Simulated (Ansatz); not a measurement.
**Ge2H4 (singlet): density functionals in cc-pVTZ**

What do functionals of several rungs give for Ge2H4 (singlet)?

Method: cc-pVTZ, all electrons in the functionals, frozen cores in the correlation of double hybrids and RPA; program: Ansatz 0.2.0, Gaussian basis.

The runs, in order: PBE, r2SCAN, PBE0, B3LYP, r2SCANh, wB97M-V, B2PLYP, RKS PBE0, RPA-PBE.

### 1 What is computed

The geometry is a PBE0/def2-TZVP stationary point (not a proven minimum). No spin-orbit coupling is included. The filled d shell of Ge may be among the frozen orbitals whatever the setting's name suggests; the logs give the count.

6 atoms, charge 0, spin multiplicity 1.

Atoms are counted from 1 here; the program's logs count them from 0.

Bond lengths: Ge1–Ge2 2.500 Å, Ge1–H3 1.541 Å, Ge1–H4 1.546 Å, Ge1–H5 1.546 Å, Ge2–H6 1.593 Å. Angles: Ge2–Ge1–H3 118.4°, Ge2–Ge1–H4 108.4°, Ge2–Ge1–H5 108.4°, H3–Ge1–H4 107.6°, H3–Ge1–H5 107.6°, H4–Ge1–H5 105.8°, Ge1–Ge2–H6 92.3°.

No dispersion term is added; wB97M-V holds VV10 nonlocal correlation. B3LYP takes the VWN-RPA correlation.

### 2 PBE (unrestricted)

File in.yaml:

```yaml
crystal:
  periodic: [false, false, false]
  atoms:
    - {symbol: Ge, position_ang: [0.000000, 0.016763, 1.221757]}
    - {symbol: Ge, position_ang: [0.000000, -0.036285, -1.277289]}
    - {symbol: H, position_ang: [0.000000, 1.387006, 1.925829]}
    - {symbol: H, position_ang: [1.233110, -0.766974, 1.725729]}
    - {symbol: H, position_ang: [-1.233110, -0.766974, 1.725729]}
    - {symbol: H, position_ang: [0.000000, 1.553826, -1.375198]}
basis:
  gaussian: {orbitals: cc-pVTZ}
magnetization: {spin_polarized: true, initial_magnetization: 0}
hamiltonian: {xc: {name: PBE}}
output: {orbitals: {seedname: orbitals}}
```

Started as:

```sh
$ ansatz run in.yaml --threads 2 --pin off --events-out ev --progress --plain --max-ram 16896MiB --backend cuda --devices 0, --max-vram 18GiB
```

The program printed:

```text
Functional definition: PBE
  name "PBE"
  cite "Perdew, Burke & Ernzerhof, Phys. Rev. Lett. 77, 3865 (1996) doi:10.1103/PhysRevLett.77.3865"
  parent pbe
  parameter kappa = 0.804
  parameter beta = 0.06672455060314922
  exchange = pbe_x(kappa = kappa, mu = beta*pi^2/3)
  correlation = pbe_c(beta = beta)
954 factors; their error is unknown
mean field evaluation 1: about -113083.4316 eV, gradient 1.9e1 eV
mean field evaluation 2: about -113083.1492 eV, gradient 1.9e1 eV
mean field evaluation 4: about -113085.0352 eV, gradient 1.2e0 eV
mean field evaluation 8: about -113085.0356 eV, gradient 8.5e-3 eV
mean field evaluation 16: about -113085.0292 eV, gradient 6.0e-6 eV
mean field -113085.02923659 eV, -4155.7981726588 hartree, gradient 6.0e-6 eV, S^2 0.000000; 1 other end points of the search recorded, 0 dependent functions left out
reference -113085.02927530 eV, -4155.7981740812 hartree; 34, 34 occupied and 108, 108 virtual orbitals, 954 factors
Total energy: -113085.02927530 eV, -4155.7981740812 hartree
```

Run time: 1.7 s. Hardware: 1 × H100 (card shared with other runs) with 2 threads of AMD EPYC 7R13, shared host; peak host memory 0.81 GiB.

From the report: ⟨S²⟩ of the determinant 0.000 (pure singlet: 0.00).

### 3 r2SCAN (unrestricted)

Changes to in.yaml since step 2:

```diff
@@ -12,3 +12,3 @@
 magnetization: {spin_polarized: true, initial_magnetization: 0}
-hamiltonian: {xc: {name: PBE}}
-output: {orbitals: {seedname: orbitals}}
+hamiltonian: {xc: {name: r2SCAN}}
+output: {forces: true}
```

Launched as before.

The program printed, cut to the lines that bear on the results:

```text
Functional definition: r2SCAN
  name "r2SCAN"
  cite "Furness, Kaplan, Ning, Perdew & Sun, J. Phys. Chem. Lett. 11, 8208 (2020) doi:10.1021/acs.jpclett.0c02405"
  cite "Furness, Kaplan, Ning, Perdew & Sun, J. Phys. Chem. Lett. 11, 9248 (2020) doi:10.1021/acs.jpclett.0c03077"
  parent r2scan
[...]
954 factors; their error is unknown
[...]
mean field -113101.76869991 eV, -4156.4133365893 hartree, gradient 7.9e-6 eV, S^2 0.000000; 1 other end points of the search recorded, 0 dependent functions left out
[...]
reference -113101.76871495 eV, -4156.4133371421 hartree; 34, 34 occupied and 108, 108 virtual orbitals, 954 factors
Total energy: -113101.76871495 eV, -4156.4133371421 hartree
Atom 0 at     0.000000     0.016763     1.221757 Å, force     0.000000     0.028992     0.000573 eV/Å
Atom 1 at     0.000000    -0.036285    -1.277289 Å, force    -0.000000     0.042235     0.041953 eV/Å
Atom 2 at     0.000000     1.387006     1.925829 Å, force    -0.000000    -0.089188    -0.019649 eV/Å
Atom 3 at     1.233110    -0.766974     1.725729 Å, force    -0.083495     0.038897    -0.019511 eV/Å
Atom 4 at    -1.233110    -0.766974     1.725729 Å, force     0.083495     0.038897    -0.019511 eV/Å
Atom 5 at     0.000000     1.553826    -1.375198 Å, force     0.000000    -0.059834     0.016145 eV/Å
Dipole moment:     0.000000     0.009737    -0.111696 e Å
```

Run time: 2.5 s. Hardware: 1 × H100 (card shared with other runs) with 2 threads of AMD EPYC 7R13, shared host; peak host memory 0.87 GiB.

From the report: ⟨S²⟩ of the determinant 0.000 (pure singlet: 0.00).

### 4 PBE0 (unrestricted)

Changes to in.yaml since step 3:

```diff
@@ -12,3 +12,3 @@
 magnetization: {spin_polarized: true, initial_magnetization: 0}
-hamiltonian: {xc: {name: r2SCAN}}
-output: {forces: true}
+hamiltonian: {xc: {name: PBE0}}
+output: {forces: true, orbitals: {seedname: orbitals}}
```

The command is unchanged.

The program printed, cut to the lines that bear on the results:

```text
Functional definition: PBE0
  name "PBE0"
  cite "Adamo & Barone, J. Chem. Phys. 110, 6158 (1999) doi:10.1063/1.478522"
  cite "Perdew, Burke & Ernzerhof, Phys. Rev. Lett. 77, 3865 (1996) doi:10.1103/PhysRevLett.77.3865"
  parent pbe
[...]
1068 factors; their error is unknown
[...]
mean field -113088.05484867 eV, -4155.9093618519 hartree, gradient 8.1e-6 eV, S^2 0.000000; 1 other end points of the search recorded, 0 dependent functions left out
[...]
reference -113088.05487769 eV, -4155.9093629185 hartree; 34, 34 occupied and 108, 108 virtual orbitals, 1068 factors
Total energy: -113088.05487769 eV, -4155.9093629185 hartree
Atom 0 at     0.000000     0.016763     1.221757 Å, force    -0.000000    -0.001420     0.049319 eV/Å
Atom 1 at     0.000000    -0.036285    -1.277289 Å, force    -0.000000     0.010672    -0.022705 eV/Å
Atom 2 at     0.000000     1.387006     1.925829 Å, force     0.000000    -0.021426    -0.009606 eV/Å
Atom 3 at     1.233110    -0.766974     1.725729 Å, force    -0.018540     0.011379    -0.007605 eV/Å
Atom 4 at    -1.233110    -0.766974     1.725729 Å, force     0.018540     0.011379    -0.007605 eV/Å
Atom 5 at     0.000000     1.553826    -1.375198 Å, force     0.000000    -0.010584    -0.001797 eV/Å
Dipole moment:     0.000000     0.012388    -0.122746 e Å
```

It took 2.3 s on 1 × H100 (card shared with other runs) with 2 threads of AMD EPYC 7R13, shared host; peak host memory 0.88 GiB.

From the report: ⟨S²⟩ of the determinant 0.000 (pure singlet: 0.00).

Orbitals, density, ELF and potential are computed afterwards from the orbital file.

Frontier orbitals at PBE0/cc-pVTZ (alpha spin), with the share of their density that lies nearest to each atom:

| orbital | energy (eV) | lies on |
| --- | --- | --- |
| HOMO-1 | -8.11 | H6 38 %; Ge2 31 %; Ge1 13 % |
| HOMO | -6.65 | Ge2 57 %; Ge1 20 %; H6 10 % |
| LUMO | -3.30 | Ge2 76 %; H6 13 % |

ELF in a plane through or near 4 of the atoms.

Values, 10 rows by 14 columns:
```
0.00 0.00 0.00 0.00 0.00 0.00 0.00 0.00 0.00 0.00 0.00 0.00 0.00 0.00
0.00 0.00 0.00 0.00 0.00 0.00 0.00 0.10 0.27 0.05 0.00 0.00 0.00 0.00
0.00 0.00 0.01 0.09 0.06 0.00 0.11 0.98 1.00 0.97 0.24 0.00 0.00 0.00
0.00 0.02 0.78 0.99 0.96 0.12 0.20 0.97 1.00 0.96 0.29 0.00 0.00 0.00
0.00 0.10 0.92 1.00 1.00 0.48 0.54 0.21 0.27 0.33 0.09 0.01 0.00 0.00
0.00 0.03 0.46 0.85 0.41 0.25 0.83 0.52 0.59 0.26 0.16 0.02 0.00 0.00
0.00 0.07 0.57 0.56 0.60 0.60 0.70 0.43 0.26 0.33 0.11 0.01 0.00 0.00
0.00 0.11 0.88 0.96 0.76 0.73 0.59 0.09 0.04 0.04 0.01 0.00 0.00 0.00
0.00 0.01 0.47 0.94 0.96 0.89 0.36 0.01 0.00 0.00 0.00 0.00 0.00 0.00
0.00 0.00 0.00 0.06 0.19 0.11 0.01 0.00 0.00 0.00 0.00 0.00 0.00 0.00
```
The map spans 9.9 Å across and 8.2 Å up, centred on the molecule. Atoms in the plane (x, y in Å): Ge1 (0.6, 0.0), Ge2 (-1.7, -0.9), H3 (0.8, 1.5), H6 (-2.4, 0.5).

log10 of the density (e/Å³) in the same plane.

Ten even steps from ' ' (-4.0) to '@' (2.3):
```
                                                        
                              ......                    
                        ....::::::::....                
            ............::::--------::::..              
      ......::::::::..::::--========----::..            
    ....::::--------::----==++++++++==--::....          
    ..::----======------====++****++++----::..          
  ..::----==++++++========++++****++++==--::....        
  ..::--==++++****++++==++++**####++++==--::::..        
  ..::--==++++****++++++++**%%@@%%**++====--::..        
  ..::--==++++********++++**##@@%%**++====--::..        
  ..::--====++**##%%##**++++**##**++++====--::..        
  ..::--====++##%%@@%%**++++++++++++====--::::..        
  ..::----==++**####**++++============----::..          
....::----====++++++++++====----------::::....          
......::----==============----::::::::......            
......::::------====------::::........                  
..    ....::::------::::::......                        
        ......::::::::......                            
            ..........                                  
```
The map spans 9.9 Å across and 8.2 Å up, centred on the molecule. Atoms in the plane (x, y in Å): Ge1 (0.6, 0.0), Ge2 (-1.7, -0.9), H3 (0.8, 1.5), H6 (-2.4, 0.5).

On the surface of density 0.002 e/bohr³ the electrostatic potential runs, from the 1st to the 99th percentile, from -0.42 to 2.76 V.

### 5 B3LYP (unrestricted)

Changes to in.yaml since step 4:

```diff
@@ -12,3 +12,2 @@
 magnetization: {spin_polarized: true, initial_magnetization: 0}
-hamiltonian: {xc: {name: PBE0}}
-output: {forces: true, orbitals: {seedname: orbitals}}
+hamiltonian: {xc: {name: B3LYP}}
```

Same command.

The program printed, cut to the lines that bear on the results:

```text
Functional definition: B3LYP
  name "B3LYP"
  cite "Stephens, Devlin, Chabalowski & Frisch, J. Phys. Chem. 98, 11623 (1994) doi:10.1021/j100096a001"
  cite "Becke, Phys. Rev. A 38, 3098 (1988) doi:10.1103/PhysRevA.38.3098"
  cite "Lee, Yang & Parr, Phys. Rev. B 37, 785 (1988) doi:10.1103/PhysRevB.37.785"
  cite "Vosko, Wilk & Nusair, Can. J. Phys. 58, 1200 (1980) doi:10.1139/p80-159"
[...]
1068 factors; their error is unknown
[...]
mean field -113105.24945529 eV, -4156.5412519903 hartree, gradient 2.2e-5 eV, S^2 0.000000; 1 other end points of the search recorded, 0 dependent functions left out
reference -113105.24970018 eV, -4156.5412609899 hartree; 34, 34 occupied and 108, 108 virtual orbitals, 1068 factors
Total energy: -113105.24970018 eV, -4156.5412609899 hartree
```

Run time: 2.6 s. Hardware: 1 × H100 (card shared with other runs) with 2 threads of AMD EPYC 7R13, shared host; peak host memory 0.83 GiB.

From the report: ⟨S²⟩ of the determinant 0.000 (pure singlet: 0.00).

### 6 r2SCANh (unrestricted)

Changes to in.yaml since step 5:

```diff
@@ -12,2 +12,2 @@
 magnetization: {spin_polarized: true, initial_magnetization: 0}
-hamiltonian: {xc: {name: B3LYP}}
+hamiltonian: {xc: {name: r2SCANh}}
```

The command is unchanged.

The program printed, cut to the lines that bear on the results:

```text
Functional definition: r2SCANh
  name "r2SCANh"
  cite "Bursch, Neugebauer, Ehlert & Grimme, J. Chem. Phys. 156, 134105 (2022) doi:10.1063/5.0086040"
  cite "Furness, Kaplan, Ning, Perdew & Sun, J. Phys. Chem. Lett. 11, 8208 (2020) doi:10.1021/acs.jpclett.0c02405"
  cite "Furness, Kaplan, Ning, Perdew & Sun, J. Phys. Chem. Lett. 11, 9248 (2020) doi:10.1021/acs.jpclett.0c03077"
  parent r2scan
[...]
1034 factors; their error is unknown
[...]
mean field -113101.35187639 eV, -4156.3980186074 hartree, gradient 5.8e-6 eV, S^2 0.000000; 1 other end points of the search recorded, 0 dependent functions left out
reference -113101.35189017 eV, -4156.3980191138 hartree; 34, 34 occupied and 108, 108 virtual orbitals, 1034 factors
Total energy: -113101.35189017 eV, -4156.3980191138 hartree
```

Run time: 3.3 s. Hardware: 1 × H100 (card shared with other runs) with 2 threads of AMD EPYC 7R13, shared host; peak host memory 0.89 GiB.

From the report: ⟨S²⟩ of the determinant 0.000 (pure singlet: 0.00).

### 7 wB97M-V (unrestricted)

Changes to in.yaml since step 6:

```diff
@@ -12,2 +12,3 @@
 magnetization: {spin_polarized: true, initial_magnetization: 0}
-hamiltonian: {xc: {name: r2SCANh}}
+hamiltonian: {xc: {name: wB97M-V}}
+output: {forces: true, orbitals: {seedname: orbitals}}
```

The command is unchanged.

The program printed, cut to the lines that bear on the results:

```text
Functional definition: wB97M-V
  name "wB97M-V"
  cite "Mardirossian & Head-Gordon, J. Chem. Phys. 144, 214110 (2016) doi:10.1063/1.4952647"
  cite "Becke, J. Chem. Phys. 107, 8554 (1997) doi:10.1063/1.475007"
  cite "Vydrov & Van Voorhis, J. Chem. Phys. 133, 244103 (2010) doi:10.1063/1.3521275"
  # Of w^i u^j: cxij and so on, Table III.
[...]
  gx(w, u) = 1 - cx + cx01*u + cx10*w
  gss(w, u) = css00 + css04*u^4 + css10*w + css20*w^2 + css43*w^4*u^3
  gos(w, u) = cos00 + cos10*w + (cos20 + cos21*u)*w^2 + (cos60 + cos61*u)*w^6
[...]
      + integral(e_c_pw_mod_opposite_spin*gos(b97_w_opposite, b97_u_opposite)) + vv10(b, c)
1054 factors; their error is unknown
224 factors; integrals over basis functions are off by at most 7.2e-6 eV
[...]
mean field -113095.76264063 eV, -4156.1926179819 hartree, gradient 3.5e-5 eV, S^2 0.000000; 1 other end points of the search recorded, 0 dependent functions left out
[...]
reference -113095.76268832 eV, -4156.1926197344 hartree; 34, 34 occupied and 108, 108 virtual orbitals, 1054 factors
Total energy: -113095.76268832 eV, -4156.1926197344 hartree
Atom 0 at     0.000000     0.016763     1.221757 Å, force     0.000000    -0.039535     0.087864 eV/Å
Atom 1 at     0.000000    -0.036285    -1.277289 Å, force     0.000000     0.152946     0.078617 eV/Å
Atom 2 at     0.000000     1.387006     1.925829 Å, force     0.000000    -0.131538    -0.081167 eV/Å
Atom 3 at     1.233110    -0.766974     1.725729 Å, force    -0.113777     0.080021    -0.047591 eV/Å
Atom 4 at    -1.233110    -0.766974     1.725729 Å, force     0.113777     0.080021    -0.047591 eV/Å
Atom 5 at     0.000000     1.553826    -1.375198 Å, force    -0.000000    -0.141915     0.009867 eV/Å
Dipole moment:     0.000000     0.005394    -0.147643 e Å
```

Wall time 4.2 s (1 × H100 (card shared with other runs) with 2 threads of AMD EPYC 7R13, shared host); peak host memory 0.98 GiB.

From the report: ⟨S²⟩ of the determinant 0.000 (pure singlet: 0.00).

### 8 B2PLYP (unrestricted)

Changes to in.yaml since step 7:

```diff
@@ -12,3 +12,3 @@
 magnetization: {spin_polarized: true, initial_magnetization: 0}
-hamiltonian: {xc: {name: wB97M-V}}
-output: {forces: true, orbitals: {seedname: orbitals}}
+hamiltonian: {xc: {name: B2PLYP}}
+correlation: {electrons: outside_noble_gas}
```

Same command.

The program printed, cut to the lines that bear on the results:

```text
Functional definition: B2PLYP
  name "B2PLYP"
  cite "Grimme, J. Chem. Phys. 124, 034108 (2006) doi:10.1063/1.2148954"
  cite "Becke, Phys. Rev. A 38, 3098 (1988) doi:10.1103/PhysRevA.38.3098"
  cite "Lee, Yang & Parr, Phys. Rev. B 37, 785 (1988) doi:10.1103/PhysRevB.37.785"
[...]
867 factors; integrals over basis functions are off by at most 1.1e-3 eV
[...]
mean field -113077.77720322 eV, -4155.5316653480 hartree, gradient 5.5e-6 eV, S^2 0.000000; 2 other end points of the search recorded, 0 dependent functions left out
28 core orbitals not correlated: weight in the atoms' cores, before any rotation towards them, 0.999 or more for the frozen orbitals, at most 0.000 for the correlated occupied ones
reference -113077.77735818 eV, -4155.5316710427 hartree; 6, 6 occupied and 108, 108 virtual orbitals, 867 factors
second order -7.47115123 eV of doubles, -0.00000000 eV of singles
Total energy: -113079.79456901 eV, -4155.6058021734 hartree
```

Run time: 2.3 s. Hardware: 1 × H100 (card shared with other runs) with 2 threads of AMD EPYC 7R13, shared host; peak host memory 0.86 GiB.

From the report: ⟨S²⟩ of the determinant 0.000 (pure singlet: 0.00).

### 9 PBE0 (restricted)

Changes to in.yaml since step 8:

```diff
@@ -11,4 +11,2 @@
   gaussian: {orbitals: cc-pVTZ}
-magnetization: {spin_polarized: true, initial_magnetization: 0}
-hamiltonian: {xc: {name: B2PLYP}}
-correlation: {electrons: outside_noble_gas}
+hamiltonian: {xc: {name: PBE0}}
```

The command is unchanged.

The program printed:

```text
Functional definition: PBE0
  name "PBE0"
  cite "Adamo & Barone, J. Chem. Phys. 110, 6158 (1999) doi:10.1063/1.478522"
  cite "Perdew, Burke & Ernzerhof, Phys. Rev. Lett. 77, 3865 (1996) doi:10.1103/PhysRevLett.77.3865"
  parent pbe
  parameter a = 0.25
  parameter kappa = 0.804
  parameter beta = 0.06672455060314922
  exchange = (1 - a)*pbe_x(kappa = kappa, mu = beta*pi^2/3) + a*exact_x
  correlation = pbe_c(beta = beta)
1068 factors; their error is unknown
mean field evaluation 1: about -113086.9525 eV, gradient 1.7e1 eV
mean field evaluation 2: about -113087.2696 eV, gradient 1.3e1 eV
mean field evaluation 4: about -113087.6429 eV, gradient 6.2e-1 eV
mean field evaluation 8: about -113088.0547 eV, gradient 5.0e-1 eV
mean field evaluation 16: about -113088.0548 eV, gradient 2.1e-5 eV
mean field -113088.05484839 eV, -4155.9093618417 hartree, gradient 2.1e-5 eV, S^2 0.000000; 0 other end points of the search recorded, 0 dependent functions left out
reference -113088.05487742 eV, -4155.9093629084 hartree; 34, 34 occupied and 108, 108 virtual orbitals, 1068 factors
Total energy: -113088.05487742 eV, -4155.9093629084 hartree
```

It took 1.6 s on 1 × H100 (card shared with other runs) with 2 threads of AMD EPYC 7R13, shared host; peak host memory 0.81 GiB.

### 10 RPA-PBE

Changes to in.yaml since step 9:

```diff
@@ -11,2 +11,4 @@
   gaussian: {orbitals: cc-pVTZ}
-hamiltonian: {xc: {name: PBE0}}
+magnetization: {spin_polarized: true, initial_magnetization: 0}
+hamiltonian: {xc: {name: PBE}}
+correlation: {method: rpa, electrons: outside_noble_gas}
```

Same command.

The program printed, cut to the lines that bear on the results:

```text
Functional definition: PBE
  name "PBE"
  cite "Perdew, Burke & Ernzerhof, Phys. Rev. Lett. 77, 3865 (1996) doi:10.1103/PhysRevLett.77.3865"
  parent pbe
[...]
867 factors; integrals over basis functions are off by at most 1.1e-3 eV
[...]
mean field -113085.02922354 eV, -4155.7981721793 hartree, gradient 6.7e-7 eV, S^2 0.000000; 2 other end points of the search recorded, 0 dependent functions left out
28 core orbitals not correlated: weight in the atoms' cores, before any rotation towards them, 0.998 or more for the frozen orbitals, at most 0.001 for the correlated occupied ones
reference -113010.13104222 eV, -4153.0457147837 hartree; 6, 6 occupied and 108, 108 virtual orbitals, 867 factors
Total energy: -113022.66712215 eV, -4153.5064072236 hartree
```

It took 2.9 s on 1 × H100 (card shared with other runs) with 2 threads of AMD EPYC 7R13, shared host; peak host memory 0.93 GiB.

From the report: ⟨S²⟩ of the determinant 0.000 (pure singlet: 0.00).

### 11 Side by side

| functional | energy (eV) | ⟨S²⟩ | time |
| --- | --- | --- | --- |
| PBE | -113085.0293 | 0.000 | 1.7 s |
| r2SCAN | -113101.7687 | 0.000 | 2.5 s |
| PBE0 | -113088.0549 | 0.000 | 2.3 s |
| B3LYP | -113105.2497 | 0.000 | 2.6 s |
| r2SCANh | -113101.3519 | 0.000 | 3.3 s |
| wB97M-V | -113095.7627 | 0.000 | 4.2 s |
| B2PLYP | -113079.7946 | 0.000 | 2.3 s |
| RKS PBE0 | -113088.0549 | 0.000 | 1.6 s |
| RPA-PBE | -113022.6671 | 0.000 | 2.9 s |

Orbital levels of the runs that wrote orbitals: PBE HOMO -5.71, LUMO -4.14 eV; PBE0 HOMO -6.65, LUMO -3.30 eV; wB97M-V HOMO -8.61, LUMO -1.35 eV.

### 12 Outcome

| quantity | value |
| --- | --- |
| spread of total energies | 82.6 eV |
| quickest, slowest | RKS PBE0 1.6 s, wB97M-V 4.2 s |

What this shows: Total energies of different functionals can't be ranked; only differences within one functional count.
